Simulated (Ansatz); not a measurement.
**CH4STe: single points off equilibrium**

The task here is to estimate one member of a computed series from the others.

Computed with Ansatz 0.2.0, Gaussian basis. Level: single points in def2-TZVPP.

Cores are frozen in the correlated methods. Filled d shells of the heavier atoms are correlated. Core potentials replace the inner electrons past krypton, and spin-orbit coupling is left out.

**The starting structure**

7 atoms, charge 0, spin multiplicity 1.

Atoms are counted from 1 here; the program's logs count them from 0.

Bond lengths: C1–S2 1.981 Å, C1–H4 0.870 Å, C1–H5 1.200 Å, C1–H6 1.226 Å, S2–Te3 2.324 Å, Te3–H7 1.743 Å. Angles: S2–C1–H4 104.8°, S2–C1–H5 102.4°, S2–C1–H6 88.2°, H4–C1–H5 106.0°, H4–C1–H6 140.0°, H5–C1–H6 107.9°, C1–S2–Te3 96.1°, S2–Te3–H7 97.1°.

Geometry (Å):

| atom | x (Å) | y (Å) | z (Å) |
| --- | --- | --- | --- |
| C1 | -0.8807 | 0.4989 | -0.4021 |
| S2 | -0.2858 | -0.1271 | 1.3810 |
| Te3 | 1.1399 | -1.7866 | 0.5985 |
| H4 | -1.0530 | -0.2289 | -0.8463 |
| H5 | 0.1311 | 0.9403 | -0.8716 |
| H6 | -1.4680 | 1.4173 | 0.1597 |
| H7 | 2.5585 | -0.7885 | 0.4290 |

The first run:

Input file run/in.yaml:

```yaml
crystal:
  periodic: [false, false, false]
  atoms:
    - {symbol: C, position_ang: [-0.880700, 0.498900, -0.402100]}
    - {symbol: S, position_ang: [-0.285800, -0.127100, 1.381000]}
    - {symbol: Te, position_ang: [1.139900, -1.786600, 0.598500]}
    - {symbol: H, position_ang: [-1.053000, -0.228900, -0.846300]}
    - {symbol: H, position_ang: [0.131100, 0.940300, -0.871600]}
    - {symbol: H, position_ang: [-1.468000, 1.417300, 0.159700]}
    - {symbol: H, position_ang: [2.558500, -0.788500, 0.429000]}
basis:
  gaussian: {orbitals: def2-TZVPP}
correlation: {method: ccsd_t}
output: {forces: true}
```

The command line of these runs was not kept.

Among the steps run: CCSD(T)/def2-TZVPP; PBE0-D4/def2-TZVPP; wB97M-V/def2-TZVPP; r2SCAN-D4/def2-TZVPP; PBE-D4/def2-TZVPP; BHLYP-D4/def2-TZVPP; revPBE-D4/def2-TZVPP.

One table of the session follows, with a row left open; its other results are not shown here.

```
   method  RMS force component (eV/Å)  angle to CCSD(T) forces (°)  dipole (D)
  CCSD(T)                       5.414                    reference        1.43
  PBE0-D4                       5.443                          1.2        1.49
  wB97M-V                       5.393                          1.1        1.46
r2SCAN-D4                       5.383                          1.0        1.52
   PBE-D4                       5.365                          1.9        1.39
 BHLYP-D4                       5.429                          2.0        1.54
revPBE-D4                           ?                            ?           ?
```

Estimate the missing values for revPBE-D4.

The run gave: RMS force component (eV/Å): 5.366; angle to CCSD(T) forces (°): 2.0; dipole (D): 1.40. In the column «RMS force component (eV/Å)» it lies between PBE-D4 (5.365) and r2SCAN-D4 (5.383).
